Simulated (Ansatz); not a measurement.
# AlH5OSi2: a ladder of functionals and wavefunction methods

One table from this session's results is given with a row withheld; the runs are named, their logs left out.

The runs use Ansatz 0.2.0, Gaussian basis; functionals in def2-TZVPP, the program's frozen cores in correlated methods.

Plan: LDA (SPW92), PBE-D4, revPBE-D4, BLYP-D4, r2SCAN-D4, B97M-V, PBE0-D4, B3LYP-D4, r2SCANh-D4, r2SCAN0-D4, HSE06-D4, BHLYP-D4, CAM-B3LYP-D4, LC-ωPBE, ωB97X-V, ωB97M-V, B2PLYP, PBE-QIDH; CCSD(T)/def2-SVP; CCSD(T)/def2-TZVPP; MP2/def2-QZVPP; extrapolation to the limit; RPA on PBE.

### The relaxed structure

The geometry comes from an earlier relaxation with PBE0-D4 in a triple-zeta def2 set; it is a stationary point, not always the lowest conformer.

SMILES `[SiH3][Al]1[O][SiH2]1`, 9 atoms, charge 0, spin multiplicity 1.

Atoms are counted from 1 here; the program's logs count them from 0.

Bond lengths: Si1–Al2 2.450 Å, Si1–H5 1.488 Å, Si1–H6 1.489 Å, Si1–H7 1.487 Å, Al2–O3 1.744 Å, Al2–Si4 2.280 Å, O3–Si4 1.688 Å, Si4–H8 1.490 Å, Si4–H9 1.490 Å. Angles: Al2–Si1–H5 109.6°, Al2–Si1–H6 109.4°, Al2–Si1–H7 111.5°, H5–Si1–H6 108.2°, H5–Si1–H7 109.0°, H6–Si1–H7 109.0°, Si1–Al2–O3 129.7°, Si1–Al2–Si4 177.0°, O3–Al2–Si4 47.3°, Al2–O3–Si4 83.2°, Al2–Si4–O3 49.5°, Al2–Si4–H8 126.2°, Al2–Si4–H9 126.3°, O3–Si4–H8 114.2°, O3–Si4–H9 114.2°, H8–Si4–H9 107.4°.

The first run:

Contents of in.yaml:

```yaml
crystal:
  periodic: [false, false, false]
  atoms:
    - {symbol: Si, position_ang: [-0.652872, 1.717149, -1.334657]}
    - {symbol: Al, position_ang: [-0.124859, -0.148912, 0.162821]}
    - {symbol: O, position_ang: [1.392711, -0.965349, 0.434276]}
    - {symbol: Si, position_ang: [0.478649, -1.877681, 1.520934]}
    - {symbol: H, position_ang: [-1.763793, 1.326677, -2.244903]}
    - {symbol: H, position_ang: [-1.100139, 2.886408, -0.529326]}
    - {symbol: H, position_ang: [0.526487, 2.112827, -2.150206]}
    - {symbol: H, position_ang: [0.403260, -3.327561, 1.186951]}
    - {symbol: H, position_ang: [0.928955, -1.769958, 2.936910]}
basis:
  gaussian: {orbitals: def2-TZVPP}
hamiltonian: {xc: lda}
output: {orbitals: {seedname: orbitals}}
```

Steps of the session up to this table: LDA; PBE-D4 (GGA); revPBE-D4 (GGA); BLYP-D4 (GGA); r2SCAN-D4 (meta-GGA); B97M-V (meta-GGA); PBE0-D4 (hybrid); B3LYP-D4 (hybrid); r2SCANh-D4 (hybrid); r2SCAN0-D4 (hybrid); HSE06-D4 (hybrid); BHLYP-D4 (hybrid); CAM-B3LYP-D4 (range-separated); LC-ωPBE (range-separated); ωB97X-V (range-separated); ωB97M-V (range-separated); B2PLYP (double hybrid); PBE-QIDH (double hybrid).

One of the session's tables, all rows but one given; the rest of the session is left out.

It belongs to the step «Frontier levels by functional». 

| functional | HOMO (eV) | LUMO (eV) | gap (eV) |
| --- | --- | --- | --- |
| LDA (SPW92) | -5.29 | -2.74 | 2.55 |
| PBE-D4 | -5.17 | -2.57 | 2.61 |
| revPBE-D4 | -5.12 | -2.49 | 2.64 |
| BLYP-D4 | -5.02 | -2.40 | 2.63 |
| r2SCAN-D4 | -5.35 | -2.40 | 2.95 |
| B97M-V | -5.39 | -2.52 | 2.87 |
| PBE0-D4 | -6.15 | -1.82 | 4.32 |
| B3LYP-D4 | ? | ? | ? |
| r2SCANh-D4 | -5.71 | -2.14 | 3.58 |
| r2SCAN0-D4 | -6.26 | -1.74 | 4.52 |
| HSE06-D4 | -5.76 | -2.19 | 3.57 |
| BHLYP-D4 | -7.01 | -0.98 | 6.03 |
| CAM-B3LYP-D4 | -7.33 | -0.79 | 6.54 |
| LC-ωPBE | -8.55 | 0.21 | 8.76 |
| ωB97X-V | -8.26 | 0.12 | 8.38 |
| ωB97M-V | -8.06 | -0.11 | 7.95 |

Q: Estimate the row for B3LYP-D4 from the others.

Worked estimate for «HOMO (eV)». Against the share of exact exchange, BLYP-D4 (0, -5.02), BHLYP-D4 (0.5, -7.01) give a slope of -3.98 per unit share; at 0.2 the line stands at -5.82.

The run gave: HOMO (eV): -5.96; LUMO (eV): -1.97; gap (eV): 4.00. In «HOMO (eV)» the line misses by +0.14.
